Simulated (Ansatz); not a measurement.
# AlGa3Sb4: band edges up the ladder

An exercise on one series of results from a longer session: the logs are not shown, and one member is left open.

Computed with Ansatz 0.2.0 (DFT PBEsol, scalar-relativistic, plane waves, PAW, unless a step's input says otherwise).

That is the level of the relaxation; later steps name their own.

## The system as given

The structure is orthorhombic, space group Amm2 (No. 38). Conventional cell: a = 4.323 Å, b = 8.647 Å, c = 12.228 Å, α = 90.00°, β = 90.00°, γ = 90.00°. Al (site symmetry mm2) has 4 Sb at 2.65 Å as nearest neighbours. Ga (site symmetry m) has 4 Sb at 2.65 Å as nearest neighbours. Ga (site symmetry mm2) is surrounded by 4 Sb at 2.65 Å. Around Sb (site symmetry m) lie 1 Al at 2.65 Å and 3 Ga at 2.65 Å. Around Sb (site symmetry mm2) lie 4 Ga at 2.65 Å. Sb (site symmetry mm2) is surrounded by 2 Al at 2.65 Å and 2 Ga at 2.65 Å.

Structure file:

```cif
data_structure
_symmetry_space_group_name_H-M 'P 1'
_symmetry_Int_Tables_number 1
_cell_length_a 8.6466
_cell_length_b 8.6466
_cell_length_c 8.6466
_cell_angle_alpha 60.000
_cell_angle_beta 60.000
_cell_angle_gamma 60.000
_cell_volume 457.11
loop_
_atom_site_label
_atom_site_type_symbol
_atom_site_fract_x
_atom_site_fract_y
_atom_site_fract_z
_atom_site_occupancy
Al1 Al 0.00000 0.00000 0.00000 1
Al2 Al 0.50000 0.00000 0.00000 1
Ga1 Ga 0.00000 0.50000 0.00000 1
Ga2 Ga 0.00000 0.00000 0.50000 1
Ga3 Ga 0.50000 0.50000 0.00000 1
Ga4 Ga 0.50000 0.00000 0.50000 1
Ga5 Ga 0.00000 0.50000 0.50000 1
Ga6 Ga 0.50000 0.50000 0.50000 1
Sb1 Sb 0.87500 0.87500 0.37500 1
Sb2 Sb 0.37500 0.87500 0.37500 1
Sb3 Sb 0.87500 0.37500 0.37500 1
Sb4 Sb 0.87500 0.87500 0.87500 1
Sb5 Sb 0.37500 0.37500 0.37500 1
Sb6 Sb 0.37500 0.87500 0.87500 1
Sb7 Sb 0.87500 0.37500 0.87500 1
Sb8 Sb 0.37500 0.37500 0.87500 1
```

Set-up of the first run:

(A quick probe on a coarse mesh, which set the mesh and smearing, is not shown.)

The input, input.yaml:

```yaml
crystal:
  lattice:
    - [-6.11406433, 6.11406433, 0.0]
    - [-6.11406433, 0.0, 6.11406433]
    - [0.0, 6.11406433, 6.11406433]
  atoms:
    - { symbol: Al, position: [0.0, 0.0, 0.0] }
    - { symbol: Al, position: [0.5, 0.0, 0.0] }
    - { symbol: Ga, position: [0.0, 0.5, 0.0] }
    - { symbol: Ga, position: [0.0, 0.0, 0.5] }
    - { symbol: Ga, position: [0.5, 0.5, 0.0] }
    - { symbol: Ga, position: [0.5, 0.0, 0.5] }
    - { symbol: Ga, position: [0.0, 0.5, 0.5] }
    - { symbol: Ga, position: [0.5, 0.5, 0.5] }
    - { symbol: Sb, position: [0.875, 0.875, 0.375] }
    - { symbol: Sb, position: [0.375, 0.875, 0.375] }
    - { symbol: Sb, position: [0.875, 0.375, 0.375] }
    - { symbol: Sb, position: [0.875, 0.875, 0.875] }
    - { symbol: Sb, position: [0.375, 0.375, 0.375] }
    - { symbol: Sb, position: [0.375, 0.875, 0.875] }
    - { symbol: Sb, position: [0.875, 0.375, 0.875] }
    - { symbol: Sb, position: [0.375, 0.375, 0.875] }
basis:
  ecutwfc: 420
kpoints:
  mp_grid: { grid: [6, 6, 6] }
hamiltonian:
  xc: pbesol
scf:
  occupations: { method: gaussian, width: 0.01 }
output:
  forces: true
  stress: true
  eigenvalues: true
  write_density: true
  write_potential: true
  elf: true
  volumetric_format: npy
relax:
  adjacent_minimum: "off"
  f_tol: 0.005
  max_steps: 80
  cell: { stress_tol: 0.05 }
```

Started as:

```
$ ansatz run input.yaml --threads 4 --pin off --max-ram 10240MiB --backend cpu --events-out ev --progress --plain --runs-dir out
```

Among the steps run: Relaxing cell and atoms; Band edges over the whole zone; Levels with PBEsol; Levels with PBEsol on the hybrid's mesh; The run at HSE06; The run at PBEsol, spin-orbit coupling; The run at r2SCAN.

One table of the session follows, with a row left open; its other results are not shown here.

| level | gap (eV) | least direct gap (eV) |
| --- | --- | --- |
| PBEsol | 0.16 | 0.16 |
| PBEsol on the hybrid's mesh | 0.15 | 0.15 |
| HSE06 | ? | ? |
| PBEsol, spin-orbit coupling | 0.02 | 0.02 |
| r2SCAN | 0.62 | 0.62 |

Estimate the missing values for HSE06.

The run gave: gap (eV): 1.01; least direct gap (eV): 1.01. In the column «gap (eV)» it is the highest.

Gaps are by band count over the mesh and the named points; a gap of 0 means that the bands overlap or touch.
